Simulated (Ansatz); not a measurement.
# CH₃F₃SSiZn: how energies converge with the basis set

The task here is to estimate one member of a computed series from the others.

Program: Ansatz 0.2.0, Gaussian basis. Level of theory: one geometry, several basis sets. These are calculated values, not measurements.

Plan: PBE0-D4/def2-SVP; ωB97M-V/def2-SVP; PBE0-D4/def2-QZVPP; ωB97M-V/def2-QZVPP; the functionals' def2-TZVPP values are taken from earlier runs.

## The geometry

All runs share one geometry, relaxed beforehand with PBE0-D4 in a triple-zeta def2 set.

SMILES `[CH3][Zn][S][Si](F)(F)F`, 10 atoms, charge 0, spin multiplicity 1.

Atoms are counted from 1 here; the program's logs count them from 0.

Bond lengths: C1–Zn2 1.929 Å, C1–H8 1.091 Å, C1–H9 1.091 Å, C1–H10 1.091 Å, Zn2–S3 2.206 Å, S3–Si4 2.064 Å, Si4–F5 1.575 Å, Si4–F6 1.575 Å, Si4–F7 1.593 Å. Angles: Zn2–C1–H8 109.7°, Zn2–C1–H9 110.6°, Zn2–C1–H10 110.3°, H8–C1–H9 108.8°, H8–C1–H10 108.6°, H9–C1–H10 108.7°, C1–Zn2–S3 175.9°, Zn2–S3–Si4 93.7°, S3–Si4–F5 113.4°, S3–Si4–F6 113.3°, S3–Si4–F7 110.7°, F5–Si4–F6 106.1°, F5–Si4–F7 106.4°, F6–Si4–F7 106.4°.

The first run:

Input file in.yaml:

```yaml
crystal:
  periodic: [false, false, false]
  atoms:
    - {symbol: C, position_ang: [0.697762, -2.351801, 0.053815]}
    - {symbol: Zn, position_ang: [0.860832, -0.435057, 0.194349]}
    - {symbol: S, position_ang: [1.198363, 1.736037, 0.391253]}
    - {symbol: Si, position_ang: [-0.753628, 2.217965, -0.074666]}
    - {symbol: F, position_ang: [-0.885283, 3.118143, -1.360902]}
    - {symbol: F, position_ang: [-1.498411, 2.990474, 1.078855]}
    - {symbol: F, position_ang: [-1.606647, 0.902999, -0.357938]}
    - {symbol: H, position_ang: [-0.032422, -2.603959, -0.717183]}
    - {symbol: H, position_ang: [1.656534, -2.801016, -0.210528]}
    - {symbol: H, position_ang: [0.362901, -2.773764, 1.002945]}
basis:
  gaussian: {orbitals: def2-SVP}
hamiltonian: {xc: pbe0, dispersion: d4}
output: {orbitals: {seedname: orbitals}}
```

Started as:

```sh
$ ansatz run in.yaml --threads 2 --pin off --events-out ev --progress --plain --max-ram 22528MiB --backend cpu
```

Steps of the session up to this table: PBE0-D4 in def2-SVP; ωB97M-V in def2-SVP; PBE0-D4 in def2-QZVPP; ωB97M-V in def2-QZVPP.

One table of the session follows, with a row left open; its other results are not shown here.

| functional | basis | HOMO (eV) |
| --- | --- | --- |
| PBE0-D4 | def2-SVP | ? |
| PBE0-D4 | def2-TZVPP | -8.14 |
| PBE0-D4 | def2-QZVPP | -8.16 |
| ωB97M-V | def2-SVP | -10.16 |
| ωB97M-V | def2-TZVPP | -10.32 |
| ωB97M-V | def2-QZVPP | -10.35 |

**Question.** Estimate the row for PBE0-D4, def2-SVP.

The run gave: HOMO (eV): -8.03. In the column «HOMO (eV)» it is the highest.
